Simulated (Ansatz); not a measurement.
**InH₂Cl: single points off equilibrium**

An exercise on one series of results from a longer session: the logs are not shown, and one member is left open.

Method: single points in def2-TZVPP; program: Ansatz 0.2.0, Gaussian basis.

Cores are frozen in the correlated methods. Filled d shells of the heavier atoms are correlated. Core potentials replace the inner electrons past krypton, and spin-orbit coupling is left out.

**The system as given**

SMILES `[Cl][InH2]`, 4 atoms, charge 0, spin multiplicity 1.

Atoms are counted from 1 here; the program's logs count them from 0.

Bond lengths: Cl1–In2 2.323 Å, In2–H3 1.669 Å, In2–H4 1.801 Å. Angles: Cl1–In2–H3 118.6°, Cl1–In2–H4 122.6°, H3–In2–H4 118.7°.

Coordinates:

```
Cl   -1.8120    0.8078   -0.9414
In    0.1339    0.0131    0.0466
H     0.5305   -1.5962   -0.1512
H     1.2798    1.0844    0.9307
```

The first run:

File run/in.yaml:

```yaml
crystal:
  periodic: [false, false, false]
  atoms:
    - {symbol: Cl, position_ang: [-1.812000, 0.807800, -0.941400]}
    - {symbol: In, position_ang: [0.133900, 0.013100, 0.046600]}
    - {symbol: H, position_ang: [0.530500, -1.596200, -0.151200]}
    - {symbol: H, position_ang: [1.279800, 1.084400, 0.930700]}
basis:
  gaussian: {orbitals: def2-TZVPP}
correlation: {method: ccsd_t}
output: {forces: true}
```

No record of the launch command was kept for these runs.

Among the steps run: CCSD(T)/def2-TZVPP; PBE0-D4/def2-TZVPP; wB97M-V/def2-TZVPP; r2SCAN-D4/def2-TZVPP; PBE-D4/def2-TZVPP; revPBE-D4/def2-TZVPP; r2SCAN0-D4/def2-TZVPP.

One of the session's tables, all rows but one given; the rest of the session is left out.

```
    method  RMS force component (eV/Å)  angle to CCSD(T) forces (°)  dipole (D)
   CCSD(T)                       0.526                    reference        2.00
   PBE0-D4                           ?                            ?           ?
   wB97M-V                       0.537                          2.2        2.02
 r2SCAN-D4                       0.522                          2.9        1.99
    PBE-D4                       0.524                         13.1        1.87
 revPBE-D4                       0.543                         17.7        1.86
r2SCAN0-D4                       0.529                          4.5        2.08
```

Estimate the missing values for PBE0-D4.

The run gave: RMS force component (eV/Å): 0.519; angle to CCSD(T) forces (°): 3.4; dipole (D): 2.02. In the column «RMS force component (eV/Å)» it is the lowest.
